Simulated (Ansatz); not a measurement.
Run this with the Python package of Ansatz (0.2.0) and show what comes out.

Script `energy_cl2gao.py`:
```python
"""Single point of Cl2GaO in a Gaussian basis."""

from pathlib import Path

import ansatz as az
import numpy as np
import pandas as pd

GEOMETRY = """
O     0.93240    0.93170    1.34000
Ga   -0.22430   -0.13650   -0.01680
Cl    1.00860   -1.92980    0.00020
Cl   -1.66110    1.07420   -1.34370
"""


def main() -> None:
    mol = az.Crystal.molecule()
    for line in GEOMETRY.strip().splitlines():
        symbol, *xyz = line.split()
        mol = mol.atom(symbol, [float(v) for v in xyz])

    setup = (
        mol.calculation()
        .basis(gaussian="def2-SVP")
        .functional("r2scan", dispersion="d4")
        .spin("collinear", total=1)
        .scf(lower_state_search="light")
        .forces()
        .orbitals()
    )
    print(setup.to_yaml())
    done = setup.run(threads=1, backend="cpu", runs_dir="runs")
    summary = done.report

    print("reference energy %16.6f eV" % summary["reference_energy_ev"])
    print("total energy     %16.6f eV" % summary["free_energy_ev"])
    print("occupied orbitals outside the frozen core (up, down):", summary["n_occupied"], " frozen:", summary["n_frozen"], " virtual:", summary["n_virtual"])

    field = summary["mean_field"]
    print("<S^2> =", round(abs(field["state"]["spin_squared"]), 4), " all-electron relativity setting:", field["relativity"])
    print("passes:", field["passes"])
    if "symmetry" in field:
        print("occupied orbitals by irrep:", field["symmetry"]["occupied"])

    symbols = [site.symbol for site in mol.cartesian_sites]
    print("forces (eV/A)")
    for symbol, f in zip(symbols, summary["forces_ev_ang"]):
        print(f"  {symbol:2s} {f[0]:9.4f} {f[1]:9.4f} {f[2]:9.4f}")

    charges = summary["charge_distribution"]
    table = pd.DataFrame({"atom": symbols, "mulliken": charges["mulliken_charges_e"], "lowdin": charges["lowdin_charges_e"]})
    print(table.round(3).to_string())
    print("dipole (e A):", np.round(charges["dipole_moment_e_ang"], 4) + 0.0)

    lines = Path(summary["orbitals_path"]).read_text().splitlines()
    field_of = lambda key: [line.split("=")[1].strip() for line in lines if line.startswith(key)]
    orbitals = [(27.211386 * float(e), s, float(n)) for e, s, n in zip(field_of("Ene="), field_of("Spin="), field_of("Occup="))]
    homo = max(e for e, _, n in orbitals if n > 0.5)
    lumo = min(e for e, _, n in orbitals if n < 0.5)
    print(f"HOMO {homo:.3f} eV, LUMO {lumo:.3f} eV, gap {lumo - homo:.3f} eV")


if __name__ == "__main__":
    main()
```

Running `python energy_cl2gao.py` prints:
```text
crystal:
  periodic: [false, false, false]
  atoms:
    - { symbol: O, position_ang: [0.9324, 0.9317, 1.34] }
    - { symbol: Ga, position_ang: [-0.2243, -0.1365, -0.0168] }
    - { symbol: Cl, position_ang: [1.0086, -1.9298, 0.0002] }
    - { symbol: Cl, position_ang: [-1.6611, 1.0742, -1.3437] }
basis:
  gaussian:
    orbitals: def2-SVP
hamiltonian:
  xc: r2scan
  dispersion: d4
magnetization:
  spin_polarized: true
  initial_magnetization: 1.0
scf:
  lower_state_search: light
output:
  orbitals: {}
  forces: true

reference energy    -79451.731828 eV
total energy        -79451.757218 eV
occupied orbitals outside the frozen core (up, down): [37, 36]  frozen: 0  virtual: [45, 46]
<S^2> = 0.7667  all-electron relativity setting: none
passes: {'evaluations': 36, 'products': 87}
occupied orbitals by irrep: [{'A': 37}, {'A': 36}]
forces (eV/A)
  O    -2.0522   -1.4347   -1.9833
  Ga    1.6228    2.4862    1.0161
  Cl   -0.8137    0.3449   -0.2862
  Cl    1.2431   -1.3964    1.2534
  atom  mulliken  lowdin
0    O    -0.300  -0.022
1   Ga     0.715  -0.393
2   Cl    -0.192   0.255
3   Cl    -0.223   0.160
dipole (e A): [-0.3147 -0.2391 -0.139 ]
HOMO -6.931 eV, LUMO -4.634 eV, gap 2.298 eV
```

Reading the output:
- The settings weren't tested for convergence.
- The geometry is a force-field or estimated start, not a minimum of this method, and the basis set is short of its limit.
- The species is open-shell (spin multiplicity 2).
- The Löwdin charges here are taken after orthogonalising the functions within each atom; they differ from plain Löwdin charges, and their signs can be unphysical.
- Total less reference energy is the dispersion correction.
- Levels such as HOMO and LUMO are orbital energies: with these approximate functionals they aren't the ionisation energy and electron affinity, and their gap isn't the fundamental gap.
- The whole script took 39 s on 1 thread of Arm Neoverse V2 (shared host), peak memory 0.34 GiB.

(Lines on the test bed's own set-up are left out of the output.)
